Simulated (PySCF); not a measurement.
# C3H6Be (BeMe(vinyl)): the cost of one run

Computed with PySCF 2.14.0 and routines of our own; the level stands in each step. Atoms count from 0.

## Step 1: The system as given

10 atoms, charge 0, multiplicity 1; geometry from: GFN2-xTB.

## Step 2: Magnetic properties: GIAO PBE/def2-SVP

What the job is given:

```
{"job": {"kind": "mag", "xc": "PBE", "basis": "def2-SVP"}, "charge": 0, "multiplicity": 1}
Be    -0.076610    -0.293180     0.383810
C     -0.089720    -0.323040     2.109840
H     -0.736730     0.426470     2.566870
H      0.885070    -0.159070     2.570520
H     -0.432600    -1.270080     2.529630
C     -0.080460    -0.314330    -1.321430
C      0.202140     0.737940    -2.089380
H     -0.324240    -1.207160    -1.900320
H      0.461280     1.701390    -1.676140
H      0.191850     0.701070    -3.173390
```

With the program's defaults for keys left out, this is: GIAO PBE/def2-SVP magnetisability, rotational g tensor and spin-rotation constants, non-relativistic, gas phase.

Started as:

```sh
> OMP_NUM_THREADS=1 python excited_run.py task.json out
```

The driver reads the jobs from task.json and runs them one after another.

Q: Estimate the wall time and peak memory of this first job on 1 thread of Arm Neoverse V1, shared host.

About 7.7 s, with a peak of 0.42 GiB.
